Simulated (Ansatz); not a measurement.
**GeAsH₂+ (singlet): from Hartree-Fock to the top rungs, cc-pVTZ**

One table from this session's results is given with a row withheld; the runs are named, their logs left out.

Computed with Ansatz 0.2.0, Gaussian basis. Level: cc-pVTZ, core rule «outside noble gas», up to 28 orbitals frozen.

To be run: UHF; CCSD(T) on RHF; CCSD(T) on UHF; BCCD(T) on RHF; CCSDT(Q) on RHF; CCSDT(Q) on UHF; CASSCF and MRCISD+Q, 10 electrons in 10 orbitals; CASSCF and NEVPT2, 10 electrons in 10 orbitals.

3 further runs of the same task are left out: 3 set aside as unsound or not needed.

### What is computed

The geometry is a PBE0/def2-TZVP stationary point (not a proven minimum) of the parent state, kept for this charge and spin. No spin-orbit coupling is included. The filled d shell of Ge, As may be among the frozen orbitals whatever the setting's name suggests; the logs give the count.

4 atoms, charge 1, spin multiplicity 1.

Atoms are counted from 1 here; the program's logs count them from 0.

Bond lengths: Ge1–As2 2.221 Å, Ge1–H3 1.537 Å, Ge1–H4 1.537 Å. Angles: As2–Ge1–H3 124.5°, As2–Ge1–H4 124.5°, H3–Ge1–H4 110.9°.

Set-up of the first run:

in.yaml

```yaml
crystal:
  periodic: [false, false, false]
  atoms:
    - {symbol: Ge, position_ang: [0.000000, 0.000000, 1.100612]}
    - {symbol: As, position_ang: [0.000000, 0.000000, -1.120153]}
    - {symbol: H, position_ang: [0.000000, 1.266184, 1.971938]}
    - {symbol: H, position_ang: [0.000000, -1.266184, 1.971938]}
basis:
  gaussian: {orbitals: cc-pVTZ}
total_charge: 1
magnetization: {spin_polarized: true, initial_magnetization: 0}
hamiltonian: {xc: hf}
output: {orbitals: {seedname: orbitals}}
```

Command:

```sh
ansatz run in.yaml --threads 1 --pin off --events-out ev --progress --plain --max-ram 4096MiB --backend cpu
```

Among the steps run: UHF; CCSD(T) on RHF; CCSD(T) on UHF; BCCD(T) on RHF; CCSDT(Q) on RHF; CCSDT(Q) on UHF; CASSCF and MRCISD+Q, 10 electrons in 10 orbitals; CASSCF and NEVPT2, 10 electrons in 10 orbitals.

One table of the session follows, with a row left open; its other results are not shown here.

It belongs to the step «Misses and costs». 

| method | from RCCSDT(Q) (kcal/mol) |
| --- | --- |
| RHF | +154.91 |
| UHF | +140.49 |
| RMP2 | +31.69 |
| UMP2 | +29.73 |
| RCCSD | +8.10 |
| UCCSD | +5.80 |
| RCCSD(T) | +1.57 |
| UCCSD(T) | +0.04 |
| BCCD(T) | +1.56 |
| RCCSDT | +0.55 |
| UCCSDT | -2.19 |
| RCCSDT(Q) | 0 |
| UCCSDT(Q) | -3.08 |
| CASSCF valence | ? |
| NEVPT2 valence | +24.85 |
| MRCISD valence | +8.48 |
| MRCISD+Q valence | +1.54 |

Estimate the missing values for CASSCF valence.

The run gave: from RCCSDT(Q) (kcal/mol): +99.36. In the column «from RCCSDT(Q) (kcal/mol)» it lies between RMP2 (+31.69) and UHF (+140.49).

Limits of these values: The determinant is far from a pure spin state, so its energy mixes those of several spin states (harmless only where they are near-degenerate, as at dissociation). The program flags UCCSD(T), UCCSDT(Q) as in doubt, so those rows may rest on another solution; read them beside their warnings. Warnings: restricted reference is unstable; spin contamination; large T1 diagnostic. Restricted and unrestricted rows rest on different reference determinants; where their highest levels disagree by more than a few hundredths of an eV, they describe different states and don't form one ladder.
